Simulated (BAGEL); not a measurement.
# triplet CH4AlBO: levels of theory compared

We compute a comparison of 6 runs (UHF/STO-3G, UHF/3-21G, ROHF/6-31G*, UHF/6-31G*, ROHF/cc-pVDZ, UHF/cc-pVDZ) of triplet CH4AlBO. 

The results are computed with BAGEL 1.2.2.

### Step 1. The molecule

CH4AlBO: 8 atoms, total charge 0, spin state triplet. SMILES of the parent species: `[BH]1O[CH2][AlH]1`. The shape is that of a PBE0-D4/def2-TZVP optimisation. That shape belongs to the parent species and isn't relaxed for this state.

Bond lengths: B1–O2 1.354 Å, O2–C3 1.471 Å, B1–Al4 2.126 Å, C3–Al4 2.001 Å, B1–H5 1.197 Å, C3–H6 1.093 Å, C3–H7 1.093 Å, Al4–H8 1.595 Å. Some angles: B1–O2–C3 113.3°, O2–B1–Al4 87.5°, O2–C3–Al4 89.4°, B1–Al4–C3 69.7°, O2–B1–H5 119.0°, Al4–B1–H5 153.4°, O2–C3–H6 107.9°, O2–C3–H7 107.9°, Al4–C3–H6 120.6°, Al4–C3–H7 120.6°.

### Step 2. A single-point energy at UHF/STO-3G (density fitting with qzvpp-jkfit) (run 1)

The input, input.json:

```json
{ "bagel" : [

{
  "title" : "molecule",
  "basis" : "sto-3g",
  "df_basis" : "qzvpp-jkfit",
  "angstrom" : "true",
  "geometry" : [
    { "atom" : "B", "xyz" : [   -1.072300,    0.609400,   -0.752500 ] },
    { "atom" : "O", "xyz" : [    0.094100,    1.140200,   -0.316600 ] },
    { "atom" : "C", "xyz" : [    0.936000,    0.178500,    0.411100 ] },
    { "atom" : "Al", "xyz" : [   -0.459100,   -1.226800,    0.125200 ] },
    { "atom" : "H", "xyz" : [   -1.836000,    1.303800,   -1.358300 ] },
    { "atom" : "H", "xyz" : [    1.122100,    0.583000,    1.409800 ] },
    { "atom" : "H", "xyz" : [    1.899300,    0.118800,   -0.102800 ] },
    { "atom" : "H", "xyz" : [   -0.592000,   -2.764000,    0.528500 ] }
  ]
},
{ "title" : "uhf", "nopen" : 2 },
{ "title" : "print", "file" : "orbitals.molden", "orbitals" : "true" }

]}
```

The run is started by

```
$ BAGEL_NUM_THREADS=1 BAGEL input.json > input.out
```

The program printed:

```text
* using 1 threads per process

  ===============================================================
  ===============================================================

  *** Geometry ***

  { "atom" : "B", "xyz" : [     -2.026353,      1.151599,     -1.422019 ] },
  { "atom" : "O", "xyz" : [      0.177823,      2.154666,     -0.598287 ] },
  { "atom" : "C", "xyz" : [      1.768784,      0.337316,      0.776866 ] },
  { "atom" : "Al", "xyz" : [     -0.867573,     -2.318316,      0.236594 ] },
  { "atom" : "H", "xyz" : [     -3.469537,      2.463825,     -2.566815 ] },
  { "atom" : "H", "xyz" : [      2.120462,      1.101710,      2.664136 ] },
  { "atom" : "H", "xyz" : [      3.589157,      0.224499,     -0.194264 ] },
  { "atom" : "H", "xyz" : [     -1.118718,     -5.223203,      0.998720 ] },

  Number of auxiliary basis functions:      427

  Since a DF basis is specified, we compute 2- and 3-index integrals:
    o Being stored without compression. Storage requirement is 0.003 GB

  Number of basis functions:       28
  Number of electrons      :       36

    * METHOD: MOLECULE                             0.13

  *** Open-shell HF ***

  === Nuclear Repulsion ===
   130.5147300212

      * DIIS with orbital gradients will be used.

  === UHF iteration (sto-3g) ===
      0       -376.67912394          0.03511171           0.03
      1       -376.76833792          0.01514153           0.03
      2       -376.78382803          0.00591529           0.03
      3       -376.78701312          0.00219406           0.03
      4       -376.78869855          0.00099792           0.03
      5       -376.78941210          0.00065277           0.03
      6       -376.78982282          0.00041764           0.03
      7       -376.79004734          0.00021586           0.03
      8       -376.79011911          0.00008355           0.03
      9       -376.79012884          0.00004765           0.03
[... 13 lines of this table left out ...]
     23       -376.79013405          0.00000003           0.03
     24       -376.79013405          0.00000002           0.03
     25       -376.79013405          0.00000001           0.03
     26       -376.79013405          0.00000001           0.03
    * SCF iteration converged.

    * S^2 (UHF) is 2.0084

    * Permanent dipole moment:
           (    0.254345,     1.480064,    -0.323484) a.u.

    * METHOD: UHF                                  0.79

    * METHOD: PRINT                                0.00

  ===============================================================
```

It took 1.1 s on 1 thread of Arm Neoverse V1, shared host.

### Step 3. A single-point energy at UHF/3-21G (density fitting with qzvpp-jkfit) (run 2)

The input, input.json:

```json
{ "bagel": [

{
  "title": "molecule",
  "basis": "3-21g",
  "df_basis": "qzvpp-jkfit",
  "angstrom": "true",
  "geometry": [
    { "atom": "B", "xyz": [      -1.072300,       0.609400,      -0.752500 ] },
    { "atom": "O", "xyz": [       0.094100,       1.140200,      -0.316600 ] },
    { "atom": "C", "xyz": [       0.936000,       0.178500,       0.411100 ] },
    { "atom": "Al", "xyz": [      -0.459100,      -1.226800,       0.125200 ] },
    { "atom": "H", "xyz": [      -1.836000,       1.303800,      -1.358300 ] },
    { "atom": "H", "xyz": [       1.122100,       0.583000,       1.409800 ] },
    { "atom": "H", "xyz": [       1.899300,       0.118800,      -0.102800 ] },
    { "atom": "H", "xyz": [      -0.592000,      -2.764000,       0.528500 ] }
  ]
},

{ "title": "uhf", "charge": 0, "nopen": 2 },

{ "title": "print", "file": "orbitals.molden", "orbitals": "true" }

]}
```

The run is started by

```
$ BAGEL_NUM_THREADS=1 BAGEL input.json > input.out
```

The program printed:

```text
* using 1 threads per process

  ===============================================================
  ===============================================================

  *** Geometry ***

  { "atom" : "B", "xyz" : [     -2.026353,      1.151599,     -1.422019 ] },
  { "atom" : "O", "xyz" : [      0.177823,      2.154666,     -0.598287 ] },
  { "atom" : "C", "xyz" : [      1.768784,      0.337316,      0.776866 ] },
  { "atom" : "Al", "xyz" : [     -0.867573,     -2.318316,      0.236594 ] },
  { "atom" : "H", "xyz" : [     -3.469537,      2.463825,     -2.566815 ] },
  { "atom" : "H", "xyz" : [      2.120462,      1.101710,      2.664136 ] },
  { "atom" : "H", "xyz" : [      3.589157,      0.224499,     -0.194264 ] },
  { "atom" : "H", "xyz" : [     -1.118718,     -5.223203,      0.998720 ] },

  Number of auxiliary basis functions:      427

  Since a DF basis is specified, we compute 2- and 3-index integrals:
    o Being stored without compression. Storage requirement is 0.008 GB

  Number of basis functions:       48
  Number of electrons      :       36

    * METHOD: MOLECULE                             0.13

  *** Open-shell HF ***

  === Nuclear Repulsion ===
   130.5147300212

      * DIIS with orbital gradients will be used.

  === UHF iteration (3-21g) ===
      0       -379.30929393          0.04354954           0.05
      1       -379.38425464          0.03118043           0.05
      2       -379.40695904          0.02239865           0.05
      3       -379.42645613          0.00242571           0.05
      4       -379.42826105          0.00114587           0.05
      5       -379.42880348          0.00073695           0.05
      6       -379.42925030          0.00031885           0.05
      7       -379.42935812          0.00018223           0.05
      8       -379.42939291          0.00008230           0.05
      9       -379.42939459          0.00004699           0.05
[... 10 lines of this table left out ...]
     20       -379.42939785          0.00000004           0.05
     21       -379.42939785          0.00000002           0.05
     22       -379.42939785          0.00000001           0.05
     23       -379.42939785          0.00000001           0.05
    * SCF iteration converged.

    * S^2 (UHF) is 2.0062

    * Permanent dipole moment:
           (    0.235463,     0.179126,     0.065003) a.u.

    * METHOD: UHF                                  1.26

    * METHOD: PRINT                                0.01

  ===============================================================
```

Run time: 1.5 s. Hardware: 1 thread of Arm Neoverse V1, shared host.

Runs 3 to 4 aren't shown in full; the table further down has their settings and results.

### Step 4. A single-point energy at ROHF/cc-pVDZ (density fitting with qzvpp-jkfit) (run 5)

The input, job.json:

```json
{ "bagel" : [

{
  "title" : "molecule",
  "basis" : "cc-pvdz.json",
  "df_basis" : "qzvpp-jkfit",
  "angstrom" : "true",
  "geometry" : [
    { "atom" : "B", "xyz" : [   -1.072300,    0.609400,   -0.752500 ] },
    { "atom" : "O", "xyz" : [    0.094100,    1.140200,   -0.316600 ] },
    { "atom" : "C", "xyz" : [    0.936000,    0.178500,    0.411100 ] },
    { "atom" : "Al", "xyz" : [   -0.459100,   -1.226800,    0.125200 ] },
    { "atom" : "H", "xyz" : [   -1.836000,    1.303800,   -1.358300 ] },
    { "atom" : "H", "xyz" : [    1.122100,    0.583000,    1.409800 ] },
    { "atom" : "H", "xyz" : [    1.899300,    0.118800,   -0.102800 ] },
    { "atom" : "H", "xyz" : [   -0.592000,   -2.764000,    0.528500 ] }
  ]
},
{ "title" : "rohf", "nopen" : 2 },
{ "title" : "print", "file" : "orbitals.molden", "orbitals" : "true" }

]}
```

The basis set cc-pVDZ is read from a file made from the Basis Set Exchange's data (not shown).

The run is started by

```
$ BAGEL_NUM_THREADS=1 BAGEL job.json > job.out
```

The program printed:

```text
* using 1 threads per process

  ===============================================================
  ===============================================================

  *** Geometry ***

  { "atom" : "B", "xyz" : [     -2.026353,      1.151599,     -1.422019 ] },
  { "atom" : "O", "xyz" : [      0.177823,      2.154666,     -0.598287 ] },
  { "atom" : "C", "xyz" : [      1.768784,      0.337316,      0.776866 ] },
  { "atom" : "Al", "xyz" : [     -0.867573,     -2.318316,      0.236594 ] },
  { "atom" : "H", "xyz" : [     -3.469537,      2.463825,     -2.566815 ] },
  { "atom" : "H", "xyz" : [      2.120462,      1.101710,      2.664136 ] },
  { "atom" : "H", "xyz" : [      3.589157,      0.224499,     -0.194264 ] },
  { "atom" : "H", "xyz" : [     -1.118718,     -5.223203,      0.998720 ] },

  Number of auxiliary basis functions:      427

  Since a DF basis is specified, we compute 2- and 3-index integrals:
    o Being stored without compression. Storage requirement is 0.022 GB

  Number of basis functions:       80
  Number of electrons      :       36

    * METHOD: MOLECULE                             0.19

  *** Open-shell HF ***

  === Nuclear Repulsion ===
   130.5147300212

      * DIIS with orbital gradients will be used.

  === ROHF iteration (cc-pvdz.json) ===
      0       -381.31034155          0.03268207           0.09
      1       -381.43393119          0.02804141           0.09
      2       -381.48513200          0.01851429           0.09
      3       -381.54054144          0.00293864           0.09
      4       -381.54321951          0.00109856           0.09
      5       -381.54389044          0.00048631           0.09
      6       -381.54412866          0.00021141           0.09
      7       -381.54420610          0.00013611           0.09
      8       -381.54423613          0.00006871           0.09
      9       -381.54424854          0.00004372           0.09
     10       -381.54424929          0.00001462           0.09
     11       -381.54424913          0.00000685           0.09
     12       -381.54424892          0.00000267           0.09
     13       -381.54424877          0.00000120           0.09
     14       -381.54424878          0.00000060           0.09
     15       -381.54424877          0.00000030           0.09
     16       -381.54424880          0.00000015           0.09
     17       -381.54424881          0.00000009           0.09
     18       -381.54424881          0.00000003           0.09
     19       -381.54424881          0.00000002           0.09
     20       -381.54424881          0.00000001           0.09
    * SCF iteration converged.

    * S^2 (ROHF) is 2.0000

    * Permanent dipole moment:
           (    0.096454,     0.276844,    -0.036138) a.u.

    * METHOD: ROHF                                 2.06

    * METHOD: PRINT                                0.02

  ===============================================================
```

Wall time 2.4 s (1 thread of Arm Neoverse V1, shared host); peak memory 0.1 GiB.

### Step 5. A single-point energy at UHF/cc-pVDZ (density fitting with qzvpp-jkfit) (run 6)

input.json: that of step 3 with these lines changed.

```diff
@@ -4,3 +4,3 @@
   "title": "molecule",
-  "basis": "3-21g",
+  "basis": "cc-pvdz.json",
   "df_basis": "qzvpp-jkfit",
@@ -19,5 +19,12 @@
 
-{ "title": "uhf", "charge": 0, "nopen": 2 },
+{
+  "title": "uhf",
+  "nopen": 2
+},
 
-{ "title": "print", "file": "orbitals.molden", "orbitals": "true" }
+{
+  "title": "print",
+  "file": "orbitals.molden",
+  "orbitals": "true"
+}
```

The basis set cc-pVDZ is read from a file made from the Basis Set Exchange's data (not shown).

The run is started by

```
$ BAGEL_NUM_THREADS=1 BAGEL input.json > input.out
```

The program printed:

```text
* using 1 threads per process

  ===============================================================
  ===============================================================

  *** Geometry ***

  { "atom" : "B", "xyz" : [     -2.026353,      1.151599,     -1.422019 ] },
  { "atom" : "O", "xyz" : [      0.177823,      2.154666,     -0.598287 ] },
  { "atom" : "C", "xyz" : [      1.768784,      0.337316,      0.776866 ] },
  { "atom" : "Al", "xyz" : [     -0.867573,     -2.318316,      0.236594 ] },
  { "atom" : "H", "xyz" : [     -3.469537,      2.463825,     -2.566815 ] },
  { "atom" : "H", "xyz" : [      2.120462,      1.101710,      2.664136 ] },
  { "atom" : "H", "xyz" : [      3.589157,      0.224499,     -0.194264 ] },
  { "atom" : "H", "xyz" : [     -1.118718,     -5.223203,      0.998720 ] },

  Number of auxiliary basis functions:      427

  Since a DF basis is specified, we compute 2- and 3-index integrals:
    o Being stored without compression. Storage requirement is 0.022 GB

  Number of basis functions:       80
  Number of electrons      :       36

    * METHOD: MOLECULE                             0.18

  *** Open-shell HF ***

  === Nuclear Repulsion ===
   130.5147300212

      * DIIS with orbital gradients will be used.

  === UHF iteration (cc-pvdz.json) ===
      0       -381.31034155          0.03268207           0.09
      1       -381.43461091          0.02812864           0.09
      2       -381.48640081          0.01864616           0.09
      3       -381.54196168          0.00279716           0.09
      4       -381.54477360          0.00107028           0.09
      5       -381.54546367          0.00052328           0.09
      6       -381.54584871          0.00024776           0.09
      7       -381.54598022          0.00015464           0.09
      8       -381.54603747          0.00007600           0.09
      9       -381.54605358          0.00005103           0.09
     10       -381.54605809          0.00002043           0.09
     11       -381.54605867          0.00001235           0.09
     12       -381.54605901          0.00000520           0.09
     13       -381.54605906          0.00000237           0.09
     14       -381.54605907          0.00000092           0.09
     15       -381.54605907          0.00000047           0.09
     16       -381.54605907          0.00000026           0.09
     17       -381.54605907          0.00000017           0.09
     18       -381.54605907          0.00000007           0.09
     19       -381.54605907          0.00000004           0.09
     20       -381.54605907          0.00000002           0.09
     21       -381.54605907          0.00000001           0.09
     22       -381.54605907          0.00000001           0.09
    * SCF iteration converged.

    * S^2 (UHF) is 2.0058

    * Permanent dipole moment:
           (    0.095013,     0.261144,    -0.032054) a.u.

    * METHOD: UHF                                  2.19

    * METHOD: PRINT                                0.02

  ===============================================================
```

Wall time 2.5 s (1 thread of Arm Neoverse V1, shared host); peak memory 0.1 GiB.

### Step 6. All runs side by side

```
run                                                                level  energy (Eh)  dipole moment (D)   ⟨S²⟩  wall time
  1                        UHF/STO-3G (density fitting with qzvpp-jkfit)  -376.790134               3.90  2.008      1.1 s
  2                         UHF/3-21G (density fitting with qzvpp-jkfit)  -379.429398               0.77  2.006      1.5 s
  3  ROHF/6-31G* (density fitting with qzvpp-jkfit, spherical functions)  -381.517537               0.78  2.000        2 s
  4   UHF/6-31G* (density fitting with qzvpp-jkfit, spherical functions)  -381.519268               0.75  2.006      2.1 s
  5                      ROHF/cc-pVDZ (density fitting with qzvpp-jkfit)  -381.544249               0.75  2.000      2.4 s
  6                       UHF/cc-pVDZ (density fitting with qzvpp-jkfit)  -381.546059               0.71  2.006      2.5 s
```

### Step 7. What came out

| quantity | value |
| --- | --- |
| run 6: total energy | -381.54606 Eh |
| run 6: dipole moment | 0.71 D |
| run 6: ⟨S²⟩ | 2.006 |

In words: The dipole moment (its size) runs from 0.71 D (UHF/cc-pVDZ) to 3.90 D (UHF/STO-3G). In run 1 the basis is minimal, so the values are rough. All runs together took 12 s, the longest 2.5 s.
